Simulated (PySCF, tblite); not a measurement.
# C8H10+ (doublet): geometry, infrared bands and EPR parameters

Aim: predict the infrared bands and EPR parameters of C8H10+ (doublet) (`[CH+]=[C]C(C)(C=C)C=C`).

Computed with tblite 0.8.0 and PySCF 2.14.0, with density-fitted response routines of our own, on a single molecule in the gas phase. Atoms count from 0, in the outputs and in this text.

### 1 Starting geometry

18 atoms, charge 1, multiplicity 2; geometry from: force field or distance geometry start.

Bonds of the start (Å): C0–C1 1.31, C1–C2 1.49, C2–C3 1.53, C2–C4 1.48, C4–C5 1.33, C2–C6 1.49, C6–C7 1.34, C0–H8 1.08, C3–H9 1.09, C3–H10 1.11, C3–H11 1.11, C4–H12 1.09, C5–H13 1.09, C5–H14 1.09, C6–H15 1.09, C7–H16 1.08, C7–H17 1.10.

### 2 Geometry optimisation with GFN2-xTB

Job settings and geometry (Å):

```
{"job": {"kind": "relax", "xc": "GFN2-xTB", "basis": "xTB"}, "charge": 1, "multiplicity": 2}
C     -1.620500    -1.567500     1.380400
C     -0.416900    -1.550300     0.858500
C     -0.067000    -0.453100    -0.081300
C     -0.644600    -0.872100    -1.436200
C      1.392600    -0.296700    -0.255700
C      1.967500     0.848200    -0.619700
C     -0.755400     0.766200     0.418700
C     -0.128300     1.615800     1.248800
H     -2.402600    -1.975300     2.005700
H      0.025500    -0.546300    -2.235600
H     -1.623900    -0.392100    -1.619000
H     -0.674000    -1.977000    -1.439400
H      2.044000    -1.155500    -0.088600
H      1.323400     1.709500    -0.784200
H      3.049700     0.908700    -0.729900
H     -1.786500     1.016100     0.162200
H     -0.593800     2.507100     1.638200
H      0.902000     1.420800     1.565300
```

Command:

```
$ OMP_NUM_THREADS=1 python probes_run.py task.json out
```

The driver reads the jobs from task.json and runs them one after another.

**Question.** This job is followed by: GFN2-xTB harmonic vibrations, gas phase; UKS B3LYP, pcH-1 on C H, non-relativistic, mean-field spin-orbit, GIAO. What will the session give for the following? strongest single infrared mode (GFN2-xTB); zero-point energy (GFN2-xTB); g(iso) (B3LYP); ⟨S²⟩; largest a(iso) (averaged by class).

The runs gave:

```
                                 quantity                  value
strongest single infrared mode (GFN2-xTB)  2168 cm⁻¹, 189 km/mol
             zero-point energy (GFN2-xTB)          89.8 kcal/mol
                           g(iso) (B3LYP)                2.00312
                                     ⟨S²⟩     0.757 (exact 0.75)
       largest a(iso) (averaged by class)    13C on C1, 58.3 MHz
```

What this shows: Relaxing lowered the energy by 1.747 eV in 93 steps; the close pair that moved most is C0–C1, from 1.312 to 1.205 Å. No mode is imaginary among the 48: a minimum at this level. The strongest single mode, at 2168 cm⁻¹, moves mainly C1 and C0. Unscaled tight-binding wavenumbers are off by several per cent, some by more. Its intensities can rank the bands wrongly. The largest spin populations lie on C7 (0.35 e), C0 (0.26 e). The isotropic g lies 0.8 ppt above the free-electron value. That holds for this one static structure; motion that exchanges C5, C7 would share the spin among them. These values are for one conformer; the search (at its own cheap level) found 2 more, at 0.36, 1.16 kcal/mol, and measured spectra average over such forms.
